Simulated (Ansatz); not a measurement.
# CH₆AsNO: a ladder of functionals and wavefunction methods

The task here is to estimate one member of a computed series from the others.

Computed with Ansatz 0.2.0, Gaussian basis. Level: functionals in def2-TZVPP, the program's frozen cores in correlated methods.

The runs, in order: PBE-D4, r2SCAN-D4, PBE0-D4, B3LYP-D4, ωB97X-V, ωB97M-V, B2PLYP; CCSD(T)/def2-TZVPP; MP2/def2-QZVPP; extrapolation to the limit.

### The relaxed structure

All runs share one geometry, relaxed beforehand with PBE0-D4 in a triple-zeta def2 set.

SMILES `CN[AsH]O`, 10 atoms, charge 0, spin multiplicity 1.

Atoms are counted from 1 here; the program's logs count them from 0.

Bond lengths: C1–N2 1.450 Å, C1–H5 1.096 Å, C1–H6 1.093 Å, C1–H7 1.093 Å, N2–As3 1.820 Å, N2–H8 1.010 Å, As3–O4 1.813 Å, As3–H9 1.525 Å, O4–H10 0.961 Å. Angles: N2–C1–H5 113.7°, N2–C1–H6 109.9°, N2–C1–H7 109.0°, H5–C1–H6 108.6°, H5–C1–H7 107.6°, H6–C1–H7 107.7°, C1–N2–As3 121.4°, C1–N2–H8 113.0°, As3–N2–H8 112.0°, N2–As3–O4 103.8°, N2–As3–H9 93.1°, O4–As3–H9 91.1°, As3–O4–H10 108.7°.

Coordinates:

```xyz
10
charge 0, multiplicity 1
C     0.1853    1.2875   -0.0088
N    -0.9050    0.3432   -0.1557
As   -0.5975   -1.4090   -0.5405
O     0.7761   -1.8578    0.5552
H     0.8191    1.0974    0.8648
H    -0.2095    2.3047    0.0605
H     0.8212    1.2376   -0.8961
H    -1.6222    0.4567    0.5464
H     0.3727   -1.0756   -1.6690
H     0.4427   -2.4359    1.2461
```

The first run:

Input file in.yaml:

```yaml
crystal:
  periodic: [false, false, false]
  atoms:
    - {symbol: C, position_ang: [0.185290, 1.287468, -0.008849]}
    - {symbol: N, position_ang: [-0.905025, 0.343244, -0.155650]}
    - {symbol: As, position_ang: [-0.597480, -1.408988, -0.540487]}
    - {symbol: O, position_ang: [0.776116, -1.857805, 0.555218]}
    - {symbol: H, position_ang: [0.819138, 1.097402, 0.864767]}
    - {symbol: H, position_ang: [-0.209496, 2.304661, 0.060512]}
    - {symbol: H, position_ang: [0.821197, 1.237610, -0.896067]}
    - {symbol: H, position_ang: [-1.622195, 0.456707, 0.546350]}
    - {symbol: H, position_ang: [0.372706, -1.075609, -1.669047]}
    - {symbol: H, position_ang: [0.442750, -2.435890, 1.246053]}
basis:
  gaussian: {orbitals: def2-TZVPP}
hamiltonian: {xc: pbe, dispersion: d4}
output: {forces: true, orbitals: {seedname: orbitals}}
```

Launch:

```console
$ ansatz run in.yaml --threads 4 --pin off --events-out ev --progress --plain --max-ram 10444MiB
```

Among the steps run: PBE-D4 (GGA); r2SCAN-D4 (meta-GGA); PBE0-D4 (hybrid); B3LYP-D4 (hybrid); ωB97X-V (range-separated); ωB97M-V (range-separated); B2PLYP (double hybrid); CCSD(T) in def2-TZVPP; MP2 in def2-QZVPP.

One table of the session follows, with a row left open; its other results are not shown here.

```
            method  atomisation energy (kcal/mol)
            PBE-D4                          821.3
         r2SCAN-D4                          799.3
           PBE0-D4                          798.4
          B3LYP-D4                          805.8
           ωB97X-V                          807.9
           ωB97M-V                          804.0
            B2PLYP                              ?
     HF/def2-TZVPP                          529.2
    MP2/def2-TZVPP                          785.3
   CCSD/def2-TZVPP                          763.1
CCSD(T)/def2-TZVPP                          777.2
           MP2/CBS                          810.2
       CCSD(T)/CBS                          802.2
```

Estimate the missing values for B2PLYP.

As computed: atomisation energy (kcal/mol): 793.5. In the column «atomisation energy (kcal/mol)» it lies between MP2/def2-TZVPP (785.3) and PBE0-D4 (798.4).

Caveats from the session: Free atoms (1 C, 1 N, 1 As, 1 O, 6 H) were run apart at each level; the atomisation energy is their sum less the molecule, without zero-point or spin-orbit terms.
